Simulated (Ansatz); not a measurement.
# K2GeI6O18: the cost of one run

Method: DFT PBE+D3(BJ), plane waves, PAW, scalar-relativistic, no spin polarisation, in Ansatz 0.2.0.

### Step 1. The starting structure

The cell holds 27 atoms (GeI6K2O18): a = 7.638 Å, b = 7.638 Å, c = 7.638 Å, α = 96.56°, β = 96.56°, γ = 96.56°.

Its coordinates follow in the input file.

### Step 2. Run 1

200 steps of 1 fs under a Langevin thermostat and barostat at 500 K and 1 GPa.

input.yaml reads:

```yaml
accuracy: low
crystal:
  lattice:
    - [5.700801, 3.291359, 3.873381]
    - [-5.700801, 3.291359, 3.873381]
    - [0.0, -6.582718, 3.873381]
  atoms:
    - { symbol: K, position: [0.321608, 0.321608, 0.321608] }
    - { symbol: K, position: [0.678392, 0.678392, 0.678392] }
    - { symbol: Ge, position: [0.0, 0.0, 0.0] }
    - { symbol: I, position: [0.641561, 0.204648, 0.83262] }
    - { symbol: I, position: [0.204648, 0.83262, 0.641561] }
    - { symbol: I, position: [0.358439, 0.795352, 0.16738] }
    - { symbol: I, position: [0.83262, 0.641561, 0.204648] }
    - { symbol: I, position: [0.795352, 0.16738, 0.358439] }
    - { symbol: I, position: [0.16738, 0.358439, 0.795352] }
    - { symbol: O, position: [0.823898, 0.052226, 0.818626] }
    - { symbol: O, position: [0.122378, 0.206795, 0.587808] }
    - { symbol: O, position: [0.587808, 0.122378, 0.206795] }
    - { symbol: O, position: [0.947774, 0.181374, 0.176102] }
    - { symbol: O, position: [0.591146, 0.183113, 0.591041] }
    - { symbol: O, position: [0.591041, 0.591146, 0.183113] }
    - { symbol: O, position: [0.412192, 0.877622, 0.793205] }
    - { symbol: O, position: [0.877622, 0.793205, 0.412192] }
    - { symbol: O, position: [0.206795, 0.587808, 0.122378] }
    - { symbol: O, position: [0.181374, 0.176102, 0.947774] }
    - { symbol: O, position: [0.818626, 0.823898, 0.052226] }
    - { symbol: O, position: [0.176102, 0.947774, 0.181374] }
    - { symbol: O, position: [0.052226, 0.818626, 0.823898] }
    - { symbol: O, position: [0.183113, 0.591041, 0.591146] }
    - { symbol: O, position: [0.793205, 0.412192, 0.877622] }
    - { symbol: O, position: [0.408854, 0.816887, 0.408959] }
    - { symbol: O, position: [0.816887, 0.408959, 0.408854] }
    - { symbol: O, position: [0.408959, 0.408854, 0.816887] }
basis:
  ecutwfc: 150.0
kpoints:
  mp_grid: { grid: [1, 1, 1] }
hamiltonian:
  xc: pbe
  dispersion: d3bj
scf:
  occupations: { method: fermi_dirac, width: 0.05 }
  lower_state_search: "off"
  max_iter: 82
md:
  timestep: 1
  n_steps: 200
  ensemble: npt_langevin
  temperature: 500.0
  initial_velocities: maxwell_boltzmann
  seed: 459176
  friction: 0.005
  pressure: 1.0
  fix_cell: [shape]
```

The run is started by

```bash
> ansatz run input.yaml --threads 1 --pin off --max-ram 3072MiB --backend cpu --events-out ev --progress --plain --runs-dir out
```

What time and memory should one allow on 1 thread of Arm Neoverse V1, shared host?

About 6.6 min, with a peak of 0.37 GiB.
